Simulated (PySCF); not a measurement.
# C4H5B: the cost of one run

Programs: PySCF 2.14.0, with density-fitted response routines of our own. Each step states its level of theory. These are calculated values for one molecule in the gas phase, unless marked as measured. Atoms are numbered from 0 throughout.

## Step 1: The molecule as given

10 atoms, charge 0, multiplicity 1; geometry from: GFN2-xTB. The atoms were then displaced at random by about 0.01 Å, so the start is not that level's minimum.

Bonds of the start (Å): B0–C1 1.52, C1–C2 1.35, C1–C3 1.46, C3–C4 1.17, B0–H5 1.19, B0–H6 1.18, C2–H7 1.04, C2–H8 1.08, C4–H9 1.04.

## Step 2: Relaxing the molecule at PBE0-D3(BJ)/def2-SVP

The job: settings as JSON, then the geometry in Å.

```
{"job": {"xc": "PBE0", "basis": "def2-SVP", "d3": "d3bj", "grid": 1, "shake": 0.01, "kind": "geom"}, "charge": 0, "multiplicity": 1}
B     -0.936210     1.232990     0.410520
C     -0.238810    -0.071170     0.046020
C     -0.878860    -1.260380     0.046880
C      1.177120    -0.024470    -0.303500
C      2.304730     0.024540    -0.601170
H     -2.093770     1.232580     0.689400
H     -0.366260     2.270400     0.391570
H     -1.886120    -1.330940     0.308200
H     -0.352850    -2.173080    -0.173600
H      3.321470     0.078610    -0.835370
```

Run with:

```
$ OMP_NUM_THREADS=1 python probes_run.py task.json out
```

One launch serves the whole session: the jobs run in the order shown.

Q: Estimate the wall time and peak memory of this first job on 1 thread of Arm Neoverse V1, shared host.

About 14 s, with a peak of 0.39 GiB.
